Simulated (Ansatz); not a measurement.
Wanted: the native input for an Ansatz 0.2.0 run.

```
Task                       : work function
Functional                 : PBEsol
Potentials or basis        : all-electron LAPW, scalar-relativistic
Cutoff                     : 256 eV (chosen from the basis error)
Basis error allowed        : 0.002 eV/atom
k mesh                     : 7 × 7 × 1
Occupations                : fermi-dirac, width 0.05 eV
Spin                       : no spin polarisation
Boundary across the vacuum : open (a slab, not repeated across the vacuum)
```

NbAs, a sheet with vacuum:

```xyz
2
Lattice="3.6117 0.0000 0.0000 0.0000 3.6117 0.0000 0.0000 0.0000 23.8000" Properties=species:S:1:pos:R:3 pbc="T T T"
Nb    0.0000    0.0000    7.0001
As    1.8058    1.8058    7.0001
```

The cell was built by a generator and needn't be a form met in nature.

One way to write it, as run:

input.yaml

```yaml
crystal:
  lattice:
    - [3.6117, 0.0, 0.0]
    - [0.0, 3.6117, 0.0]
    - [0.0, 0.0, 23.8]
  atoms:
    - { symbol: Nb, position: [0.0, 0.0, 0.29412] }
    - { symbol: As, position: [0.5, 0.5, 0.29412] }
  periodic: [true, true, false]
kpoints:
  mp_grid: { grid: [7, 7, 1] }
scf:
  occupations: { method: fermi_dirac, width: 0.05 }
hamiltonian:
  xc: pbesol
  pseudopotentials: { kind: all_electron, lapw: { basis_error: 0.002 } }
output:
  forces: true
  stress: true
  eigenvalues: true
```

Potentials or basis: all-electron LAPW, scalar-relativistic.

Launch:

```console
$ ansatz run input.yaml --threads 4 --pin off --max-ram 12288MiB --backend cpu --events-out ev --progress --plain --runs-dir out
```

Results of the run:

```
Band gap on the k mesh : none (metal or under the smearing width)
Work function          : 4.50 eV
```

It took 5 s on 4 threads of Arm Neoverse V2, on a shared host, peak memory 0.58 GiB.
